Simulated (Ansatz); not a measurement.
**C2H7BOS: one species, many methods**

An exercise on one series of results from a longer session: the logs are not shown, and one member is left open.

Computed with Ansatz 0.2.0, Gaussian basis. Level: functionals in def2-TZVPP, the program's frozen cores in correlated methods.

The runs, in order: PBE-D4, r2SCAN-D4, PBE0-D4, B3LYP-D4, ωB97X-V, ωB97M-V, B2PLYP; CCSD(T)/def2-TZVPP; MP2/def2-QZVPP; extrapolation to the limit.

**The relaxed structure**

The geometry comes from an earlier relaxation with PBE0-D4 in a triple-zeta def2 set; it is a stationary point, not always the lowest conformer.

12 atoms, charge 0, spin multiplicity 1.

Atoms are counted from 1 here; the program's logs count them from 0.

Bond lengths: B1–C2 1.552 Å, B1–S5 1.976 Å, B1–H6 1.198 Å, B1–H7 1.209 Å, C2–C3 1.485 Å, C2–O4 1.324 Å, C3–H8 1.087 Å, C3–H9 1.091 Å, C3–H10 1.096 Å, O4–H11 0.967 Å, S5–H12 1.342 Å. Angles: C2–B1–S5 79.8°, C2–B1–H6 118.8°, C2–B1–H7 112.9°, S5–B1–H6 112.3°, S5–B1–H7 107.3°, H6–B1–H7 118.6°, B1–C2–C3 126.7°, B1–C2–O4 121.6°, C3–C2–O4 111.5°, C2–C3–H8 111.4°, C2–C3–H9 112.1°, C2–C3–H10 106.7°, H8–C3–H9 110.5°, H8–C3–H10 108.2°, H9–C3–H10 107.7°, C2–O4–H11 108.0°, B1–S5–H12 98.3°.

Set-up of the first run:

The input, in.yaml:

```yaml
crystal:
  periodic: [false, false, false]
  atoms:
    - {symbol: B, position_ang: [-1.069495, 0.662542, -0.503808]}
    - {symbol: C, position_ang: [-0.031125, -0.446368, -0.187183]}
    - {symbol: C, position_ang: [0.651240, -0.679619, 1.110834]}
    - {symbol: O, position_ang: [0.270605, -1.385836, -1.069540]}
    - {symbol: S, position_ang: [0.604623, 1.613723, -0.946750]}
    - {symbol: H, position_ang: [-1.658451, 1.176803, 0.403331]}
    - {symbol: H, position_ang: [-1.659298, 0.471289, -1.541974]}
    - {symbol: H, position_ang: [0.546961, 0.176777, 1.772705]}
    - {symbol: H, position_ang: [1.703521, -0.937363, 0.981500]}
    - {symbol: H, position_ang: [0.153552, -1.537215, 1.578177]}
    - {symbol: H, position_ang: [-0.310946, -1.276051, -1.834802]}
    - {symbol: H, position_ang: [0.875815, 2.106018, 0.271412]}
basis:
  gaussian: {orbitals: def2-TZVPP}
hamiltonian: {xc: pbe, dispersion: d4}
output: {forces: true, orbitals: {seedname: orbitals}}
```

The run is started by

```
$ ansatz run in.yaml --threads 4 --pin off --events-out ev --progress --plain --max-ram 10444MiB
```

Steps of the session up to this table: PBE-D4 (GGA); r2SCAN-D4 (meta-GGA); PBE0-D4 (hybrid); B3LYP-D4 (hybrid); ωB97X-V (range-separated); ωB97M-V (range-separated); B2PLYP (double hybrid); CCSD(T) in def2-TZVPP; MP2 in def2-QZVPP.

One table of the session follows, with a row left open; its other results are not shown here.

| method | atomisation energy (kJ/mol) |
| --- | --- |
| PBE-D4 | 4533.0 |
| r2SCAN-D4 | 4453.0 |
| PBE0-D4 | 4444.9 |
| B3LYP-D4 | 4417.8 |
| ωB97X-V | 4418.0 |
| ωB97M-V | 4435.9 |
| B2PLYP | 4362.9 |
| HF/def2-TZVPP | ? |
| MP2/def2-TZVPP | 4361.1 |
| CCSD/def2-TZVPP | 4219.8 |
| CCSD(T)/def2-TZVPP | 4293.1 |
| MP2/CBS | 4468.0 |
| CCSD(T)/CBS | 4399.9 |

Estimate the missing values for HF/def2-TZVPP.

As computed: atomisation energy (kJ/mol): 3196.5. In the column «atomisation energy (kJ/mol)» it is the lowest.
